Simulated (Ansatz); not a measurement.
# CH6BNO: molecular dynamics

Aim: follow the molecule's vibrations and see whether its bonds hold. The start is relaxed first. Runs: 500 steps of 0.25 fs under a Langevin thermostat at 500 K. SMILES of the start: CB(N)O.

All numbers below are computed with Ansatz 0.2.0 (RKS BLYP/STO-3G).

**1. Starting point**

Bond lengths: B1–O2 1.410 Å, O2–H3 1.010 Å, B1–N4 1.550 Å, N4–H5 1.060 Å, N4–H6 1.060 Å, B1–C7 1.600 Å, C7–H8 1.110 Å, C7–H9 1.110 Å, C7–H10 1.110 Å. Angles: B1–O2–H3 109.5°, O2–B1–N4 120.0°, O2–B1–C7 120.0°, N4–B1–C7 120.0°, B1–N4–H5 120.0°, B1–N4–H6 120.0°, H5–N4–H6 120.0°, B1–C7–H8 109.5°, B1–C7–H9 109.5°, B1–C7–H10 109.5°, H8–C7–H9 109.4°, H8–C7–H10 109.4°, H9–C7–H10 109.4°.

Coordinates:

```xyz
10

B     0.0000    0.0000    0.0000
O     0.0000    0.0000    1.4100
H    -0.9095   -0.2814    1.7471
N     1.3423    0.0000   -0.7750
H     1.8089   -0.9179   -1.0268
H     1.7937    0.9179   -1.0532
C    -1.3856    0.0000   -0.8000
H    -1.9458   -0.9305   -0.5708
H    -1.9898    0.8797   -0.4946
H    -1.1839    0.0508   -1.8903
```

**2. Preparing the start**

The input, input.yaml:

```yaml
crystal:
  periodic: [false, false, false]
  atoms:
    - { symbol: B, position_ang: [0.0, 0.0, 0.0] }
    - { symbol: O, position_ang: [0.0, 0.0, 1.41] }
    - { symbol: H, position_ang: [-0.9095, -0.2814, 1.7471] }
    - { symbol: "N", position_ang: [1.3423, 0.0, -0.775] }
    - { symbol: H, position_ang: [1.8089, -0.9179, -1.0268] }
    - { symbol: H, position_ang: [1.7937, 0.9179, -1.0532] }
    - { symbol: C, position_ang: [-1.3856, 0.0, -0.8] }
    - { symbol: H, position_ang: [-1.9458, -0.9305, -0.5708] }
    - { symbol: H, position_ang: [-1.9898, 0.8797, -0.4946] }
    - { symbol: H, position_ang: [-1.1839, 0.0508, -1.8903] }
basis:
  gaussian: { orbitals: STO-3G }
hamiltonian:
  xc: blyp
relax:
  f_tol: 0.02
  max_steps: 40
```

Started as:

```
ansatz run input.yaml --threads 1 --pin off --max-ram 2048MiB --backend cpu --events-out ev --progress --plain --runs-dir out
```

The runs that follow: Dynamics.

Before running it: what results should come out? Wanted: relaxation of the start; temperature, first and last step; temperature, second half; potential energy, second half; bonds formed or broken.

The runs gave:

| quantity | value |
| --- | --- |
| relaxation of the start | 10 moves, 1.556 eV lower |
| length | 500 steps of 0.25 fs |
| temperature, first and last step | 450 and 520 K |
| temperature, second half | mean 496 K, from 322 to 699 K |
| potential energy, second half | +50 meV/atom from the start |
| bonds formed or broken | 0 |

In words: Against a set 500 K the second half averages 496 K with a spread of 87 K. The bonding pattern survives the run. Averages from a run of 125 fs with 10 atoms are rough. The nuclei move classically, without zero-point motion, which matters most for hydrogen. In so small a basis the energies are only a sketch.
